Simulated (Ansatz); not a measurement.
# CuHS: the cost of one run

Program: Ansatz 0.2.0. Level of theory: RKS PBE0/def2-SVP. These are calculated values, not measurements.

### Step 1. The system as given

Bond lengths: S1–Cu2 2.219 Å, S1–H3 1.421 Å. Angles: Cu2–S1–H3 127.2°.

Structure file:

```xyz
3

S    -0.3990    0.3770   -0.1858
Cu    1.5452    0.2657    0.8773
H    -1.1571   -0.7075   -0.7047
```

### Step 2. Relaxing the start

File input.yaml:

```yaml
crystal:
  periodic: [false, false, false]
  atoms:
    - { symbol: S, position_ang: [-0.399, 0.377, -0.1858] }
    - { symbol: Cu, position_ang: [1.5452, 0.2657, 0.8773] }
    - { symbol: H, position_ang: [-1.1571, -0.7075, -0.7047] }
basis:
  gaussian: { orbitals: def2-SVP }
hamiltonian:
  xc: pbe0
relax:
  f_tol: 0.02
  max_steps: 40
scf:
  lower_state_search: "off"
```

Run with:

```bash
> ansatz run input.yaml --threads 1 --pin off --max-ram 2048MiB --backend cpu --events-out ev --progress --plain --runs-dir out
```

Q: Estimate wall time and peak memory on 1 thread of an x86-64 CPU, shared host.

About 14 s, with a peak of 0.12 GiB.
